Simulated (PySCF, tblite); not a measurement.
**CH₁₀N₂OSi₂: geometry, infrared bands and NMR shifts**

Aim: predict the infrared bands and NMR shifts of CH₁₀N₂OSi₂ (`CN[Si@H](O)N[SiH3]`).

The runs use tblite 0.8.0 and PySCF 2.14.0, with density-fitted response routines of our own; the level of theory stands in each step. All values are computed, except where a source is named. Atoms are numbered from 0 throughout.

## (1) The starting structure

16 atoms, charge 0, multiplicity 1; geometry from: force field or distance geometry start.

Bonds of the start (Å): C0–N1 1.45, N1–Si2 1.81, Si2–O3 1.72, Si2–N4 1.76, N4–Si5 1.78, C0–H6 1.11, C0–H7 1.10, C0–H8 1.11, N1–H9 1.04, Si2–H10 1.46, O3–H11 1.01, N4–H12 1.03, Si5–H13 1.48, Si5–H14 1.48, Si5–H15 1.49.

## (2) Geometry optimisation with GFN2-xTB

The job: settings as JSON, then the geometry in Å.

```
{"job": {"kind": "relax", "xc": "GFN2-xTB", "basis": "xTB"}, "charge": 0, "multiplicity": 1}
C     -2.655400    -0.048500     0.156100
N     -1.458100     0.459900     0.792100
Si    -0.071700    -0.165800    -0.180500
O     -0.464900    -1.797700    -0.551300
N      1.429900    -0.152100     0.744500
Si     2.765400     0.685800    -0.074600
H     -3.545900     0.510300     0.506700
H     -2.527600     0.141900    -0.919200
H     -2.733600    -1.142300     0.297900
H     -1.486100     1.495400     0.730900
H     -0.054300     0.635800    -1.405900
H     -0.277600    -2.358300     0.271900
H      1.685100    -1.061500     1.159700
H      3.380600    -0.117800    -1.160000
H      2.239900     1.921400    -0.698200
H      3.766700     1.002400     0.987400
```

Run with:

```sh
OMP_NUM_THREADS=1 python probes_run.py task.json out
```

One launch serves the whole session: the jobs run in the order shown.

**Question.** This job is followed by: GFN2-xTB harmonic vibrations, gas phase; GIAO PBE0/pcSseg-1 NMR shielding, non-relativistic, gas phase. What will the session give for the following? strongest single infrared mode (GFN2-xTB); zero-point energy (GFN2-xTB); ¹³C shifts against TMS (PBE0/pcSseg-1); ¹H shifts against TMS (PBE0/pcSseg-1, means over atoms taken as alike); ¹⁵N shifts against NH3 (PBE0/pcSseg-1); ²⁹Si shifts against TMS (PBE0/pcSseg-1); ¹⁷O shifts against H2O (PBE0/pcSseg-1).

**Answer**, as computed:

```
                                                              quantity                                     value
                             strongest single infrared mode (GFN2-xTB)                      850 cm⁻¹, 397 km/mol
                                          zero-point energy (GFN2-xTB)                             72.5 kcal/mol
                                ¹³C shifts against TMS (PBE0/pcSseg-1)                                  29.4 ppm
¹H shifts against TMS (PBE0/pcSseg-1, means over atoms taken as alike)  4.80, 4.73, 2.82, 1.45, -0.11, -0.35 ppm
                                ¹⁵N shifts against NH3 (PBE0/pcSseg-1)                            35.7, 21.0 ppm
                               ²⁹Si shifts against TMS (PBE0/pcSseg-1)                          -38.0, -61.5 ppm
                                ¹⁷O shifts against H2O (PBE0/pcSseg-1)                                  46.4 ppm
```

Relaxing lowered the energy by 0.970 eV in 205 steps; the close pair that moved most is Si2–O3, from 1.719 to 1.621 Å. No mode is imaginary among the 42: a minimum at this level. The strongest single mode, at 850 cm⁻¹, moves mainly H11. GFN2-xTB is a fitted tight-binding method: band positions and strengths are rough. Its intensities can rank the bands wrongly. At PBE0/pcSseg-1: The largest span, 99 ppm, is at Si5, where the paramagnetic term is -469 ppm.
